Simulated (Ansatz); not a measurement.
**Sr: strong compression**

The task here is to estimate one member of a computed series from the others.

Program: Ansatz 0.2.0. Level of theory: DFT LDA, with the methods named in each step. These are calculated values, not measurements.

**The structure to begin with**

The structure is cubic, space group Fm-3m (No. 225). Conventional cell: a = 5.806 Å, b = 5.806 Å, c = 5.806 Å, α = 90.00°, β = 90.00°, γ = 90.00°. Sr (site symmetry m-3m) has 12 Sr at 4.11 Å in its first shell of neighbours.

Coordinates:

```cif
data_structure
_symmetry_space_group_name_H-M 'Fm-3m'
_symmetry_Int_Tables_number 225
_cell_length_a 5.8058
_cell_length_b 5.8058
_cell_length_c 5.8058
_cell_angle_alpha 90.000
_cell_angle_beta 90.000
_cell_angle_gamma 90.000
_cell_volume 195.70
loop_
_atom_site_label
_atom_site_type_symbol
_atom_site_symmetry_multiplicity
_atom_site_Wyckoff_symbol
_atom_site_fract_x
_atom_site_fract_y
_atom_site_fract_z
_atom_site_occupancy
Sr1 Sr 4 a 0.00000 0.00000 0.00000 1
```

The file gives the conventional cell by its symmetry; the runs use the cell typed in the input.

Whether this phase is the stable one at these pressures isn't tested.

The first run:

Contents of input.yaml:

```yaml
crystal:
  lattice:
    - [0.0, 2.9028904989, 2.9028904989]
    - [2.9028904989, 0.0, 2.9028904989]
    - [2.9028904989, 2.9028904989, 0.0]
  atoms:
    - { symbol: Sr, position: [0.0, 0.0, 0.0] }
kpoints:
  mp_grid: { grid: [13, 13, 13] }
scf:
  occupations: { method: fermi_dirac, width: 0.05 }
hamiltonian:
  xc: lda
  pseudopotentials: { kind: paw }
output:
  forces: true
  stress: true
relax:
  f_tol: 0.005
  max_steps: 40
  cell: {}
```

Started as:

```
$ ansatz run input.yaml --threads 1 --pin off --max-ram 2048MiB --backend cpu --events-out ev --progress --plain --runs-dir out
```

Steps of the session up to this table: Cell relaxed at zero pressure, PAW; Volume scaled by 1, PAW; Volume scaled by 0.95, PAW; Volume scaled by 0.85, PAW; Volume scaled by 0.75, PAW; Volume scaled by 0.65, PAW; Volume scaled by 0.55, PAW; Volume scaled by 0.45, PAW; Volume scaled by 0.4, PAW; Volume scaled by 0.4, PAW (source ansatz).

One of the session's tables, all rows but one given; the rest of the session is left out.

| method | volume over the first | volume (Å³/atom) | pressure (GPa) |
| --- | --- | --- | --- |
| PAW | 1 | 48.592 | 0.00 |
| PAW | 0.95 | 46.163 | 0.78 |
| PAW | 0.85 | ? | ? |
| PAW | 0.75 | 36.444 | 6.24 |
| PAW | 0.65 | 31.585 | 10.91 |
| PAW | 0.55 | 26.726 | 18.75 |
| PAW | 0.45 | 21.867 | 32.07 |
| PAW | 0.4 | 19.437 | 43.06 |
| PAW (source ansatz) | 0.4 | 19.437 | 43.09 |

Q: Estimate the row for PAW, 0.85 from the others.

The run gave: volume (Å³/atom): 41.304; pressure (GPa): 2.93. In the column «volume (Å³/atom)» it lies between PAW, 0.75 (36.444) and PAW, 0.95 (46.163).
